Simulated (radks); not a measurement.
# La³²⁺ in [Ar] 3d6.75 4d0.25: an all-electron calculation

An exercise on one series of results from a longer session: the logs are not shown, and one member is left open.

Program: radks (a radial shooting solver on a logarithmic mesh, Libxc functionals) version 1. Level of theory: non-relativistic Kohn-Sham, exchange-only B88, spin-unpolarised, spherical densities, point nucleus. These are calculated values, not measurements, unless marked.

### Starting point

* element: lanthanum (Z = 57)
* charge: +32
* electrons: 25
* configuration: [Ar] 3d6.75 4d0.25

Set-up of the first run:

Settings of this run:

```text
Z 57
configuration [Ar] 3d6.75 4d0.25 4s0 4p0
relativity non-relativistic
functional b88,
spin unpolarised
nucleus point
```

One of the session's tables, all rows but one given; the rest of the session is left out.

It belongs to the step «Shells». Sizes of the orbitals, from the radial functions (bohr):

```
level      <r>  outermost maximum (interpolated)  90 % within  nodes
   1s  0.02664                            0.0177       0.0474      0
   2s   0.1137                            0.0970        0.174      1
   2p  0.09662                            0.0757        0.156      0
   3s        ?                                 ?            ?      ?
   3p   0.2757                             0.253        0.409      1
   3d   0.2436                             0.202        0.375      0
   4s   0.5649                             0.560        0.795      3
   4p   0.5623                             0.557        0.799      2
   4d   0.5481                             0.537        0.795      1
```

Q: Estimate the row for 3s from the others.

The run gave: <r>: 0.2874; outermost maximum (interpolated): 0.268; 90 % within: 0.418; nodes: 2. In the column «<r>» it lies between 3p (0.2757) and 4d (0.5481).
